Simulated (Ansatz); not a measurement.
The system is Pd3PbC.

```xyz
5
Lattice="4.2989 0.0000 0.0000 0.0000 4.2989 0.0000 0.0000 0.0000 4.2989" Properties=species:S:1:pos:R:3 pbc="T T T"
Pb    0.0000    0.0000    0.0000
Pd    2.1495    0.0000    2.1495
Pd    2.1495    2.1495    0.0000
Pd    0.0000    2.1495    2.1495
C     2.1495    2.1495    2.1495
```

The cell comes from a database or a generator and needn't be the stable form of this composition.

- Program: Ansatz 0.2.0
- Task: single point
- Functional: PBE
- Potentials or basis: Ansatz PAW
- Cutoff: 420 eV (not typed: the program's choice for these potentials)
- k mesh: 6 × 6 × 6
- Occupations: fermi-dirac, width 0.05 eV
- Spin: no spin polarisation

On this cell: pressure -1.2 GPa; largest force zero by symmetry; band gap on the k mesh none (metal or under the smearing width).

The same run follows on a disturbed copy (atoms moved at random, drawn with an rms of 0.05 Å):

```
CELL_PARAMETERS angstrom
4.29894 0.00000 0.00000
0.00000 4.29894 0.00000
0.00000 0.00000 4.29894
ATOMIC_POSITIONS crystal
Pb 0.01348 0.99561 0.98874
Pd 0.50016 0.99742 0.48325
Pd 0.50113 0.48829 0.99698
Pd 0.00736 0.49295 0.50269
C 0.49945 0.50743 0.50211
```

Task: What changes?

Result: The energy (extrapolated to zero smearing) moves by +2.7 meV/atom; pressure -1.0 GPa; largest force 0.244 eV/Å; band gap on the k mesh none (metal or under the smearing width).

Forces on the atoms (eV/Å):
```
Pb  -0.224 -0.043  0.088
Pd   0.151  0.040  0.029
Pd   0.146  0.028  0.021
Pd  -0.203 -0.012 -0.117
C    0.129 -0.013 -0.022
```

Stress tensor (GPa, compression positive):
```
-1.02  0.05  0.06
 0.05 -0.89 -0.16
 0.06 -0.16 -1.04
```
